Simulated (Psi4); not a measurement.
**PBE0/def2-TZVPP (core potential) run of InF (SMILES [F][In])**

Aim: the vertical singlet–triplet gap of InF at PBE0/def2-TZVPP (core potential), from 2 runs. 

The calculation is run with Psi4 1.11.

**1. The molecule**

InF: 2 atoms, total charge 0, spin state singlet. As SMILES, `[F][In]`. Geometry: relaxed at PBE0-D4/def2-TZVP.

Bond lengths: F1–In2 1.994 Å.

**2. Energy and forces at PBE0/def2-TZVPP (core potential)**

fin.json

```json
{
 "schema_name": "qcschema_input",
 "schema_version": 1,
 "molecule": {
  "schema_name": "qcschema_molecule",
  "schema_version": 2,
  "symbols": ["F", "In"],
  "geometry": [0.0, 0.0, 0.03006554, 0.0, 0.0, 3.79755583],
  "molecular_charge": 0,
  "molecular_multiplicity": 1,
  "fix_symmetry": "c1"
 },
 "driver": "gradient",
 "model": {
  "method": "pbe0",
  "basis": "def2-TZVPP"
 },
 "keywords": {
  "reference": "rks",
  "puream": true,
  "e_convergence": 1e-09,
  "d_convergence": 1e-08,
  "scf_type": "pk",
  "dft_radial_points": 99,
  "dft_spherical_points": 590,
  "scf_properties": ["DIPOLE", "WIBERG_LOWDIN_INDICES", "QUADRUPOLE"]
 }
}
```

Started as:

```
psi4 --qcschema fin.json -n 1 --memory 1600MB
```

stdout:

```text
[...]
    !!!  WARNING: ECP capability is in beta. Please check occupations closely.  !!!
[...]
  Running in c1 symmetry.
[...]
  Nuclear repulsion =   50.166021794843168
[...]
  Multiplicity = 1
[...]
  Nalpha       = 15
  Nbeta        = 15
[...]
    Number of basis functions: 81
[...]
   @RKS iter   1:  -289.79260329480672   -9.92620e-01   9.14486e-03 DIIS/ADIIS
[...]
   @RKS iter  12:  -289.98906132705827   -3.41061e-13   9.43770e-10 DIIS
[...]
    Orbital Energies [Eh]
    ---------------------
    Doubly Occupied:
       1A    -24.666548     2A     -4.711183     3A     -3.107734
       4A     -3.107734     5A     -3.098359     6A     -1.096739
       7A     -0.779569     8A     -0.779569     9A     -0.772093
      10A     -0.772093    11A     -0.767504    12A     -0.408490
      13A     -0.348275    14A     -0.348275    15A     -0.276338
[...]
  @RKS Final Energy:  -289.98906132705827
   => Energetics <=
    Nuclear Repulsion Energy =             50.1660217948431679
    One-Electron Energy =                -575.6923065701156474
    Two-Electron Energy =                 256.1963423772431838
    DFT Exchange-Correlation Energy =     -20.6591189290288995
    Empirical Dispersion Energy =           0.0000000000000000
    VV10 Nonlocal Energy =                  0.0000000000000000
    Total Energy =                       -289.9890613270582662
[...]
 Multipole Moments:
 ------------------------------------------------------------------------------------
     Multipole            Electronic (a.u.)      Nuclear  (a.u.)        Total (a.u.)
 ------------------------------------------------------------------------------------
 L = 1.  Multiply by 2.5417464519 to convert [e a0] to [Debye]
 Dipole X            :          0.0000000            0.0000000            0.0000000
 Dipole Y            :         -0.0000000            0.0000000           -0.0000000
 Dipole Z            :         19.1295474          -17.8711737            1.2583737
 Magnitude           :                                                    1.2583737
 L = 2.  Multiply by 1.3450342976 to convert [e a0^2] to [Debye ang]
 Quadrupole XX       :        -18.6998312            0.0000000          -18.6998312
 Quadrupole XY       :          0.0000000            0.0000000            0.0000000
[...]
  -Total Gradient:
     Atom            X                  Y                   Z
    ------   -----------------  -----------------  -----------------
       1       -0.000000000011     0.000000000007     0.000067216230
       2        0.000000000011    -0.000000000007    -0.000061694955
[...]
```

The result, in JSON:

```text
{
 "driver": "gradient",
 "model": {
  "method": "pbe0",
  "basis": "def2-TZVPP"
 },
 "success": true,
 "return_result": [-1.1461741141981108e-11, 6.606728241714006e-12, 6.721623010758071e-05, 1.1425230543768384e-11, -6.623169626690034e-12, -6.169495491184507e-05],
 "properties": {
  "calcinfo_nbasis": 81,
  "calcinfo_nmo": 81,
  "calcinfo_nalpha": 15,
  "calcinfo_nbeta": 15,
  "calcinfo_natom": 2,
  "nuclear_repulsion_energy": 50.16602179484317,
  "return_energy": -289.98906132705827,
  "return_gradient": [-1.1461741141981108e-11, 6.606728241714006e-12, 6.721623010758071e-05, 1.1425230543768384e-11, -6.623169626690034e-12, -6.169495491184507e-05],
  "scf_one_electron_energy": -575.6923065701156,
  "scf_two_electron_energy": 256.1963423772432,
  "scf_xc_energy": -20.6591189290289,
  "scf_dipole_moment": [9.211910748906347e-10, -4.397449611145106e-10, 1.2583736665492395],
  "scf_total_energy": -289.98906132705827,
  "scf_total_gradient": [-1.1461741141981108e-11, 6.606728241714006e-12, 6.721623010758071e-05, 1.1425230543768384e-11, -6.623169626690034e-12, -6.169495491184507e-05],
  "scf_iterations": 12
 }
}
```

Run time: 14 s. Hardware: 1 thread of Intel Xeon Platinum 8259CL at 2.50GHz (Skylake/Cascade Lake), shared host; peak memory 0.52 GiB.

**3. The triplet: a single-point energy at UPBE0/def2-TZVPP (core potential)**

input.dat

```
memory 1.6 GB

molecule m {
  0 3
  F      0.00000000     0.00000000     0.03006554
  In     0.00000000     0.00000000     3.79755583
  units au
  symmetry c1
  no_reorient
  no_com
}

set basis def2-TZVPP
set reference uks
set puream true
set e_convergence 1e-09
set d_convergence 1e-08
set scf_type pk
set dft_radial_points 99
set dft_spherical_points 590
set maxiter 100

result, w = energy('pbe0', return_wfn=True)
oeprop(w, 'DIPOLE', 'QUADRUPOLE', 'MAYER_INDICES', title='PBE0')
```

Started as:

```
psi4 input.dat output.dat -n 1
```

output.dat:

```text
[...]
    !!!  WARNING: ECP capability is in beta. Please check occupations closely.  !!!
[...]
  Running in c1 symmetry.
[...]
  Nuclear repulsion =   50.166021794843168
[...]
  Multiplicity = 3
[...]
  Nalpha       = 16
  Nbeta        = 14
[...]
    Number of basis functions: 81
[...]
   @UKS iter   1:  -289.68463205881915   -8.84811e-01   8.32024e-03 ADIIS/DIIS
[...]
   @UKS iter  12:  -289.85236295281783   -9.03810e-12   6.45581e-09 DIIS
[...]
   @S^2 Observed:                2.004443120E+00
[...]
    Orbital Energies [Eh]
    ---------------------
    Alpha Occupied:
       1A    -24.728943     2A     -4.753391     3A     -3.152879
       4A     -3.144974     5A     -3.142901     6A     -1.155336
       7A     -0.822257     8A     -0.821654     9A     -0.818374
      10A     -0.812950    11A     -0.811872    12A     -0.468741
      13A     -0.398861    14A     -0.396691    15A     -0.342647
      16A     -0.152609
    Alpha Virtual:
      17A     -0.089264    18A     -0.024270    19A      0.065763
      20A      0.070417    21A      0.088079    22A      0.140519
      23A      0.141460    24A      0.146795    25A      0.173468
[...]
  @UKS Final Energy:  -289.85236295281783
   => Energetics <=
    Nuclear Repulsion Energy =             50.1660217948431679
    One-Electron Energy =                -574.3370507116615045
    Two-Electron Energy =                 254.9424102112649280
    DFT Exchange-Correlation Energy =     -20.6237442472643835
    Empirical Dispersion Energy =           0.0000000000000000
    VV10 Nonlocal Energy =                  0.0000000000000000
    Total Energy =                       -289.8523629528178276
[...]
 Multipole Moments:
 ------------------------------------------------------------------------------------
     Multipole            Electronic (a.u.)      Nuclear  (a.u.)        Total (a.u.)
 ------------------------------------------------------------------------------------
 L = 1.  Multiply by 2.5417464519 to convert [e a0] to [Debye]
 Dipole X            :          0.0000001            0.0000000            0.0000001
 Dipole Y            :          0.0000001            0.0000000            0.0000001
 Dipole Z            :        -78.8946755           80.0192623            1.1245868
 Magnitude           :                                                    1.1245868
 L = 2.  Multiply by 1.3450342976 to convert [e a0^2] to [Debye ang]
 Quadrupole XX       :        -18.6345071            0.0000000          -18.6345071
 Quadrupole XY       :         -0.0409001            0.0000000           -0.0409001
[...]
```

Wall time 11 s (1 thread of Intel Xeon Platinum 8259CL at 2.50GHz (Skylake/Cascade Lake), shared host); peak memory 0.52 GiB.

**4. Outcome**

Level: PBE0/def2-TZVPP (core potential).

| quantity | value |
| --- | --- |
| singlet: total energy | -289.98906 Eh |
| singlet: dipole moment | 3.20 D |
| singlet: HOMO energy | -7.52 eV |
| singlet: LUMO energy | -1.57 eV |
| singlet: HOMO–LUMO gap | 5.95 eV |
| singlet: largest force on an atom | 0.003 eV/Å |
| triplet: total energy | -289.85236 Eh |
| triplet: dipole moment | 2.86 D |
| triplet: HOMO energy (highest over α and β) | -4.15 eV |
| triplet: ⟨S²⟩ | 2.004 |
| vertical energy of the triplet above the singlet | 3.720 eV |

In words: At this shape the triplet lies 3.72 eV (359 kJ/mol) above the singlet.
